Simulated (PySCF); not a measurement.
**RbSi+: bond curves at several levels of theory**

The task here is to estimate one member of a computed series from the others.

Program: PySCF 2.14.0. Level of theory: Rb def2-SVPD with ECP28, Si def2-SVPD, scalar-relativistic core potentials. These are calculated values, not measurements.

Set-up of the first run:

The job is set up so:

```json
{
 "atoms": "Rb, Si",
 "charge": "1",
 "basis": "Rb def2-SVPD with ECP28, Si def2-SVPD",
 "Hamiltonian": "scalar-relativistic core potentials",
 "basis functions": "51",
 "electrons treated": "22",
 "masses in u": "84.9118, 27.9769",
 "levels": "PBE0, PBE, r²SCAN, TPSS, M06-2X, PW91, HF, MP2, SCS-MP2, CCSD, CCSD(T)",
 "grid": "80 radial by 434 angular points",
 "occupations": "held fixed by the projection of orbital angular momentum",
 "dissociation limit": "Rb+ + Si, each in its ground configuration",
 "starting distance in angstrom": "3.275",
 "values of 2S to try": "0, 2"
}
```

Command:

```console
$ OMP_NUM_THREADS=1 python dia.py task.json out
```

Steps of the session up to this table: Set-up; First curve: PBE0; Excited determinants; PBE; r²SCAN (meta-GGA); TPSS (meta-GGA); M06-2X; PW91; UHF (mean field); Adding correlation.

One of the session's tables, all rows but one given; the rest of the session is left out.

It belongs to the step «Constants by level of theory». 

| level | Re (Å) | ωe (cm⁻¹) | De (eV) |
| --- | --- | --- | --- |
| UHF | 4.029 | 69.6 | 0.231 |
| UHF-MP2 | ? | ? | ? |
| UHF-SCS-MP2 | 3.927 | 75.7 | 0.263 |
| UHF-CCSD | 3.916 | 76.4 | 0.265 |
| UHF-CCSD(T) | 3.911 | 76.7 | 0.268 |
| PBE | 3.855 | 78.0 | 0.321 |
| PW91 | 3.845 | 78.9 | 0.333 |
| TPSS | 3.892 | 75.9 | 0.288 |
| r²SCAN | 3.896 | 76.3 | 0.273 |
| PBE0 | 3.850 | 78.6 | 0.295 |
| M06-2X | 3.745 | 91.8 | 0.342 |

Q: Estimate the row for UHF-MP2 from the others.

**Answer.** Re (Å): 3.907; ωe (cm⁻¹): 77.1; De (eV): 0.272. In the column «Re (Å)» it lies between r²SCAN (3.896) and UHF-CCSD(T) (3.911).

De is counted to Rb+ + Si in their ground configurations.

Caveats from the session: The bond is weak, and basis-set superposition, which was not computed, may be a sizeable part of it.
